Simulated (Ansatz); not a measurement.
# FH₅OSSi₂: one species, many methods

How much do the methods differ for FH₅OSSi₂? The plan is to run it at one geometry with functionals of several rungs and with coupled cluster, and see how far each lands from CCSD(T) at the basis-set limit for the atomisation energy.

Program: Ansatz 0.2.0, Gaussian basis. Level of theory: functionals in def2-TZVPP, the program's frozen cores in correlated methods. These are calculated values, not measurements.

The runs, in order: LDA (SPW92), PBE-D4, revPBE-D4, BLYP-D4, r2SCAN-D4, B97M-V, PBE0-D4, B3LYP-D4, r2SCANh-D4, r2SCAN0-D4, HSE06-D4, BHLYP-D4, CAM-B3LYP-D4, LC-ωPBE, ωB97X-V, ωB97M-V, B2PLYP, PBE-QIDH; CCSD(T)/def2-SVP; CCSD(T)/def2-TZVPP; MP2/def2-QZVPP; extrapolation to the limit; RPA on PBE.

### Step 1. Structure used throughout

The geometry comes from an earlier relaxation with PBE0-D4 in a triple-zeta def2 set; it is a stationary point, not always the lowest conformer.

SMILES `O[SiH2]S[SiH2]F`, 10 atoms, charge 0, spin multiplicity 1.

Atoms are counted from 1 here; the program's logs count them from 0.

Bond lengths: O1–Si2 1.639 Å, O1–H6 0.959 Å, Si2–S3 2.144 Å, Si2–H7 1.477 Å, Si2–H8 1.483 Å, S3–Si4 2.119 Å, Si4–F5 1.597 Å, Si4–H9 1.478 Å, Si4–H10 1.479 Å. Angles: Si2–O1–H6 118.1°, O1–Si2–S3 112.9°, O1–Si2–H7 105.2°, O1–Si2–H8 112.0°, S3–Si2–H7 110.6°, S3–Si2–H8 104.0°, H7–Si2–H8 112.3°, Si2–S3–Si4 98.0°, S3–Si4–F5 110.7°, S3–Si4–H9 107.7°, S3–Si4–H10 110.8°, F5–Si4–H9 107.6°, F5–Si4–H10 107.2°, H9–Si4–H10 112.8°.

Geometry (Å):

```mol
FH5OSSi2
  3D, bonds by distance, orders not assigned

 10  9  0  0  0  0  0  0  0  0999 V2000
   -2.0619    0.6803   -0.1610 O   0  0
   -0.8971    0.0173   -1.1044 Si  0  0
    1.0545    0.8051   -0.6966 S   0  0
    1.4518   -0.2888    1.0739 Si  0  0
    2.1039   -1.7050    0.7292 F   0  0
   -2.1563    1.6342   -0.1645 H   0  0
   -0.9427   -1.4309   -0.8153 H   0  0
   -1.1105    0.3116   -2.5420 H   0  0
    2.4392    0.4781    1.8627 H   0  0
    0.2023   -0.5528    1.8208 H   0  0
  1  2  8  0
  2  3  8  0
  3  4  8  0
  4  5  8  0
  1  6  8  0
  2  7  8  0
  2  8  8  0
  4  9  8  0
  4 10  8  0
M  END
```

### Step 2. LDA

This LDA is Slater exchange with PW92 correlation.

File in.yaml:

```yaml
crystal:
  periodic: [false, false, false]
  atoms:
    - {symbol: O, position_ang: [-2.061918, 0.680251, -0.160988]}
    - {symbol: Si, position_ang: [-0.897054, 0.017278, -1.104402]}
    - {symbol: S, position_ang: [1.054521, 0.805071, -0.696595]}
    - {symbol: Si, position_ang: [1.451776, -0.288751, 1.073944]}
    - {symbol: F, position_ang: [2.103867, -1.705028, 0.729162]}
    - {symbol: H, position_ang: [-2.156326, 1.634192, -0.164533]}
    - {symbol: H, position_ang: [-0.942724, -1.430935, -0.815334]}
    - {symbol: H, position_ang: [-1.110541, 0.311584, -2.541968]}
    - {symbol: H, position_ang: [2.439213, 0.478055, 1.862740]}
    - {symbol: H, position_ang: [0.202284, -0.552818, 1.820773]}
basis:
  gaussian: {orbitals: def2-TZVPP}
hamiltonian: {xc: lda}
output: {orbitals: {seedname: orbitals}}
```

Run with:

```console
$ ansatz run in.yaml --threads 4 --pin off --events-out ev --progress --plain --max-ram 10444MiB
```

Further steps of the session: PBE-D4 (GGA); revPBE-D4 (GGA); BLYP-D4 (GGA); r2SCAN-D4 (meta-GGA); B97M-V (meta-GGA); PBE0-D4 (hybrid); B3LYP-D4 (hybrid); r2SCANh-D4 (hybrid); r2SCAN0-D4 (hybrid); HSE06-D4 (hybrid); BHLYP-D4 (hybrid); CAM-B3LYP-D4 (range-separated); LC-ωPBE (range-separated); ωB97X-V (range-separated); ωB97M-V (range-separated); B2PLYP (double hybrid); PBE-QIDH (double hybrid); CCSD(T) in def2-SVP; CCSD(T) in def2-TZVPP; MP2 in def2-QZVPP; RPA on PBE orbitals.

Before running them: what should the planned runs give, taken together? Wanted: atomisation energy, CCSD(T)/CBS; farthest beyond LDA; mean size of error, GGA; mean size of error, meta-GGA; mean size of error, hybrid; mean size of error, range-separated; mean size of error, double hybrid; gap, smallest and largest; T1 diagnostic.

As calculated:

| quantity | value |
| --- | --- |
| atomisation energy, CCSD(T)/CBS | 36.272 eV |
| functionals within 0.181 eV (0.5 %) | r2SCAN-D4, B97M-V, ωB97X-V, ωB97M-V |
| farthest beyond LDA | BHLYP-D4 (-1.300 eV) |
| mean size of error, GGA | 0.606 eV |
| mean size of error, meta-GGA | 0.100 eV |
| mean size of error, hybrid | 0.727 eV |
| mean size of error, range-separated | 0.258 eV |
| mean size of error, double hybrid | 0.734 eV |
| gap, smallest and largest | 5.61 eV (LDA (SPW92)), 12.71 eV (LC-ωPBE) |
| T1 diagnostic | 0.0119 |
| triples share of the correlation energy | 3.5 % |

LDA overbinds by 4.419 eV (12 %). PBE-D4 is off by -0.203 eV. Double hybrids carry the basis error of their MP2 part in triple zeta, and no dispersion term here, so their miss is partly the set-up's. By mean error the best rung here is meta-GGA (0.100 eV) and the worst beyond LDA is double hybrid (0.734 eV). Misses under about 0.181 eV are within the doubt on the reference itself, which lacks core-valence correlation, relativity and higher excitations. Hartree-Fock recovers 73 % of the binding; the rest is correlation. CCSD(T) in def2-SVP is off by -3.395 eV, which most functionals beat. Orbital gaps span 5.6 to 12.7 eV; exact exchange widens them.
